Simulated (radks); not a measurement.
# Mn²⁺ in [Ne] 3s2 3p5.5 3d5 4p0.5: an all-electron calculation

What are the levels of the manganese ion Mn2+, how large are its shells, and how does its energy divide?

The numbers are computed with radks (a radial shooting solver on a logarithmic mesh, Libxc functionals) version 1 (non-relativistic Kohn-Sham, TASK exchange with Perdew-Wang LDA correlation, spin-polarised, spherical densities, point nucleus; open shells are filled with parallel spins first), except any that are marked as measured or tabulated.

## 1. The atom as given

```
element       : manganese (Z = 25)
charge        : +2
electrons     : 23
configuration : [Ne] 3s2 3p5.5 3d5 4p0.5
```

## 2. Self-consistent calculation

The run's settings:

```text
Z 25
configuration [Ne] 3s2 3p5.5 3d5 4p0.5
relativity non-relativistic
functional task,pw
spin polarised
nucleus point
```

**Question.** What will this run give?

As calculated:

```
                        quantity                   value
                    total energy     -1148.64538 hartree
exchange-correlation share of it                  4.45 %
                            −T/E                  0.9988
          highest occupied level       4p up, -14.137 eV
    most extended occupied level  4p up, <r> = 3.05 bohr
 radius at density 0.001 e/bohr³               3.58 bohr
    maxima of the radial density                       3
```

4 principal shells are occupied and 3 maxima appear in the radial density; where shells overlap, one shows as a shoulder or not at all. The ratio −T/E is 0.9988; for a non-relativistic Coulomb system it is 1 up to the kinetic part of correlation. This is not the tabulated ground configuration, so its levels and sizes aren't those of the ground state, and no measured value stands beside it.
